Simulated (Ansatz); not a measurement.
# FGe2H5K: the cost of one run

The runs use Ansatz 0.2.0; RKS PBE-D4/def2-SVP.

### Step 1. Starting geometry

SMILES `[F][GeH2][GeH3]`, 8 atoms, charge 0, spin multiplicity 1.

Atoms are counted from 1 here; the program's logs count them from 0.

Bond lengths: F1–Ge2 1.770 Å, Ge2–Ge3 2.437 Å, Ge2–H4 1.555 Å, Ge2–H5 1.555 Å, Ge3–H6 1.549 Å, Ge3–H7 1.552 Å, Ge3–H8 1.549 Å. Angles: F1–Ge2–Ge3 106.5°, F1–Ge2–H4 106.0°, F1–Ge2–H5 106.0°, Ge3–Ge2–H4 113.6°, Ge3–Ge2–H5 113.6°, H4–Ge2–H5 110.6°, Ge2–Ge3–H6 110.0°, Ge2–Ge3–H7 109.5°, Ge2–Ge3–H8 109.9°, H6–Ge3–H7 109.0°, H6–Ge3–H8 109.4°, H7–Ge3–H8 109.0°.

Geometry (Å):

```xyz
8
FGe2H5
F    -1.9718    1.1762   -0.5200
Ge   -0.4077    0.5049   -1.0057
Ge    0.5318   -0.5657    0.9717
H    -0.7093   -0.4863   -2.1654
H     0.4327    1.7081   -1.5198
H     0.7296    0.4808    2.0962
H     1.9063   -1.1934    0.6169
H    -0.4193   -1.6817    1.4705
```

This geometry comes from a loose relaxation at PBE in a small basis, which is not shown.

### Step 4. Setting up the map

The probe is moved over the molecule's main plane (x and y are the axes of that plane, centred on the molecule).

- x of the probe's K atom: 17 values from −6.24 to 6.24 Å
- y of the probe's K atom: 15 values from −5.46 to 5.46 Å

Nothing else is relaxed (molecule and probe rigid). Energies count from molecule and probe far apart, each relaxed in its own basis (no counterpoise correction). Points are written as (first, second).

The probe K+ moves over a plane: the molecule's main plane. The molecule is turned into the frame of its main axes, as the inputs below show.

(The set-up runs are not shown.)

### Step 5. Grid point (−5.46 Å, 2.34 Å)

The input, input.yaml:

```yaml
crystal:
  periodic: [false, false, false]
  atoms:
    - { symbol: F, position_ang: [1.527959, -0.511692, 0.0] }
    - { symbol: Ge, position_ang: [0.330398, 0.791658, 0.0] }
    - { symbol: Ge, position_ang: [-1.858357, -0.279966, 0.0] }
    - { symbol: H, position_ang: [0.611575, 1.630874, 1.278464] }
    - { symbol: H, position_ang: [0.611785, 1.630715, -1.278518] }
    - { symbol: H, position_ang: [-2.021132, -1.151018, -1.270249] }
    - { symbol: H, position_ang: [-2.966503, 0.806618, 0.013705] }
    - { symbol: H, position_ang: [-2.010244, -1.171867, 1.257026] }
    - { symbol: K, position_ang: [-5.46, 2.34, 0.0] }
total_charge: 1
basis:
  gaussian: { orbitals: def2-SVP }
hamiltonian:
  xc: pbe
  dispersion: d4
output:
  forces: true
```

On the command line:

```console
$ ansatz run input.yaml --threads 1 --pin off --max-ram 2560MiB --backend cpu --events-out ev --progress --plain --runs-dir out
```

**Question.** How long does this run take on 1 thread of Arm Neoverse V2, shared host, and how much memory does it need?

About 6.3 s, with a peak of 0.18 GiB.
